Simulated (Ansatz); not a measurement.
Run this with Ansatz 0.2.0 through its Python package and show what comes out.

`clfgeho.py`
```python
from dataclasses import dataclass

import ansatz as az
from ase import Atoms


@dataclass
class Settings:
    basis_set: str = "cc-pVDZ"
    xc: str = "lc_wpbe"


cfg = Settings()


def main() -> None:
    atoms = Atoms(["O", "Ge", "F", "Cl", "H"], positions=[
        (-0.6331, -0.0111, 1.6756),
        (0.073, 0.0254, 0.0428),
        (0.0628, 1.6638, -0.6133),
        (-0.9845, -1.2445, -1.2838),
        (1.5317, -0.5072, 0.1373),
    ])
    geometry = az.Crystal.molecule_from_ase(atoms)

    job = geometry.calculation()
    job = job.basis(gaussian=cfg.basis_set).functional(cfg.xc)
    job = job.spin("collinear", total=1)
    print(job.to_yaml())
    outcome = job.run()
    r = outcome.report

    for key in ("converged", "free_energy_ev", "reference_energy_ev", "n_frozen", "n_occupied", "n_virtual"):
        print(f"{key:22s} {r[key]}")


if __name__ == "__main__":
    main()
```

Running `python clfgeho.py` prints:
```text
crystal:
  periodic: [false, false, false]
  atoms:
    - { symbol: O, position_ang: [-0.6331, -0.0111, 1.6756] }
    - { symbol: Ge, position_ang: [0.073, 0.0254, 0.0428] }
    - { symbol: F, position_ang: [0.0628, 1.6638, -0.6133] }
    - { symbol: Cl, position_ang: [-0.9845, -1.2445, -1.2838] }
    - { symbol: H, position_ang: [1.5317, -0.5072, 0.1373] }
basis:
  gaussian:
    orbitals: cc-pVDZ
hamiltonian:
  xc: lc_wpbe
magnetization:
  spin_polarized: true
  initial_magnetization: 1.0

converged              True
free_energy_ev         -73806.85656008853
reference_energy_ev    -73806.85656008853
n_frozen               0
n_occupied             [34, 33]
n_virtual              [44, 45]
```

Notes:
- Total energies depend on the basis set; only differences at equal settings carry meaning.
- The geometry is a force-field or estimated start, not a minimum of this method, and the basis set is short of its limit.
- The species is open-shell (spin multiplicity 2).
- Hardware and time: 12 s on 1 thread of Intel(R) Xeon(R) Platinum 8259CL CPU @ 2.50GHz (Skylake/Cascade Lake), on a shared host, peak memory 0.31 GiB.

(Lines on the test bed's own set-up are left out of the output.)
